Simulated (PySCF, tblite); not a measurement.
# C₈H₇Si radical: geometry, infrared bands and EPR parameters

Wanted: the infrared bands and EPR parameters of C₈H₇Si radical (`C#C[SiH2]c1cc[c]cc1`), by calculation.

The runs use tblite 0.8.0 and PySCF 2.14.0, with density-fitted response routines of our own; the level of theory stands in each step. All values are computed, except where a source is named. Atoms are numbered from 0 throughout.

## 1. Starting geometry

16 atoms, charge 0, multiplicity 2; geometry from: force field or distance geometry start.

Bonds of the start (Å): C0–C1 1.22, C1–Si2 1.86, Si2–C3 1.89, C3–C4 1.40, C4–C5 1.40, C5–C6 1.38, C6–C7 1.39, C7–C8 1.40, C8–C3 1.41, C0–H9 1.06, Si2–H10 1.49, Si2–H11 1.49, C4–H12 1.09, C5–H13 1.08, C7–H14 1.09, C8–H15 1.09.

## 2. Relaxing the molecule with GFN2-xTB

Job settings and geometry (Å):

```
{"job": {"kind": "relax", "xc": "GFN2-xTB", "basis": "xTB"}, "charge": 0, "multiplicity": 2}
C      3.576400    -0.330100     1.234900
C      2.704000    -0.562900     0.421500
Si     1.372900    -0.943400    -0.819800
C     -0.263100    -0.125200    -0.327300
C     -0.480500     1.240000    -0.522000
C     -1.691600     1.836200    -0.157000
C     -2.689200     1.076700     0.429800
C     -2.486000    -0.281600     0.654100
C     -1.282900    -0.892500     0.278900
H      4.324100    -0.114500     1.955900
H      1.760000    -0.426800    -2.160400
H      1.160100    -2.412100    -0.931100
H      0.282500     1.867900    -0.975600
H     -1.844500     2.897500    -0.320600
H     -3.283800    -0.865700     1.112700
H     -1.165900    -1.954700     0.473700
```

The run is started by

```bash
OMP_NUM_THREADS=1 python probes_run.py task.json out
```

This one command runs all jobs of the session in turn.

**Question.** This job is followed by: GFN2-xTB harmonic vibrations, gas phase; UKS B3LYP, pcH-1 on C H Si, non-relativistic, mean-field spin-orbit, GIAO. Predict these results of the whole session: strongest single infrared mode (GFN2-xTB); zero-point energy (GFN2-xTB); g(iso) (B3LYP); ⟨S²⟩; largest a(iso) (averaged by class); potential on the surface of density 0.002 e/bohr³, 1st and 99th percentile.

The runs gave:

| quantity | value |
| --- | --- |
| strongest single infrared mode (GFN2-xTB) | 2212 cm⁻¹, 373 km/mol |
| zero-point energy (GFN2-xTB) | 68.6 kcal/mol |
| g(iso) (B3LYP) | 2.00224 |
| ⟨S²⟩ | 0.757 (exact 0.75) |
| largest a(iso) (averaged by class) | 13C on C6, 407.0 MHz |
| potential on the surface of density 0.002 e/bohr³, 1st and 99th percentile | -0.76 V and 1.47 V |

What this shows: The optimisation took 51 steps and gained 0.113 eV; among the close pairs (by a distance rule), C6–C7 changed most, from 1.392 to 1.363 Å. The lowest mode is slightly imaginary (9i cm⁻¹), a soft motion within the noise of the Hessian, so the minimum is not strictly shown. The strongest single mode, at 2212 cm⁻¹, moves mainly H10. Unscaled tight-binding wavenumbers are off by several per cent, some by more. Its intensities can rank the bands wrongly. Most of the unpaired spin sits on C6 (1.00 e). The isotropic g lies 0.1 ppt below the free-electron value. The conformer search found further structures of the same energy, which may be mirror or relabelled copies of this one.
